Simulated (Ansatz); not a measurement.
# CClFGeN radical: small, medium and large basis sets

How large a basis does CClFGeN radical need? Two functionals are run in growing sets.

Program: Ansatz 0.2.0, Gaussian basis. Level of theory: one geometry, several basis sets. These are calculated values, not measurements.

The runs, in order: PBE0-D4/def2-SVP; ωB97M-V/def2-SVP; PBE0-D4/def2-QZVPP; ωB97M-V/def2-QZVPP; the functionals' def2-TZVPP values are taken from earlier runs.

## Step 1: Structure used throughout

The geometry comes from an earlier relaxation with PBE0-D4 in a triple-zeta def2 set; it is a stationary point.

5 atoms, charge 0, spin multiplicity 2.

Atoms are counted from 1 here; the program's logs count them from 0.

Bond lengths: N1–C2 1.153 Å, C2–Ge3 1.929 Å, Ge3–F4 1.725 Å, Ge3–Cl5 2.128 Å. Angles: N1–C2–Ge3 173.2°, C2–Ge3–F4 104.9°, C2–Ge3–Cl5 108.6°, F4–Ge3–Cl5 108.1°.

## Step 2: PBE0-D4 in def2-SVP

Contents of in.yaml:

```yaml
crystal:
  periodic: [false, false, false]
  atoms:
    - {symbol: N, position_ang: [1.169831, -1.332914, 1.556967]}
    - {symbol: C, position_ang: [0.647723, -0.754991, 0.707349]}
    - {symbol: Ge, position_ang: [-0.063156, 0.127159, -0.853433]}
    - {symbol: F, position_ang: [-1.722132, -0.342972, -0.913373]}
    - {symbol: Cl, position_ang: [0.017534, 2.230120, -0.539009]}
basis:
  gaussian: {orbitals: def2-SVP}
magnetization: {spin_polarized: true, initial_magnetization: 1}
hamiltonian: {xc: pbe0, dispersion: d4}
output: {orbitals: {seedname: orbitals}}
```

After this run come: ωB97M-V in def2-SVP; PBE0-D4 in def2-QZVPP; ωB97M-V in def2-QZVPP.

Q: Predict the results of all the runs planned. Wanted: PBE0-D4: double and triple zeta above quadruple; ωB97M-V: double and triple zeta above quadruple.

**Answer**, as computed:

| quantity | value |
| --- | --- |
| PBE0-D4: double and triple zeta above quadruple | 19.73, 1.87 eV |
| ωB97M-V: double and triple zeta above quadruple | 19.72, 1.79 eV |

What this shows: For PBE0-D4 the step from double to triple zeta gains 17.87 eV and the next only 1.87 eV. Total energies overstate the basis error of differences, where much of it tends to cancel.
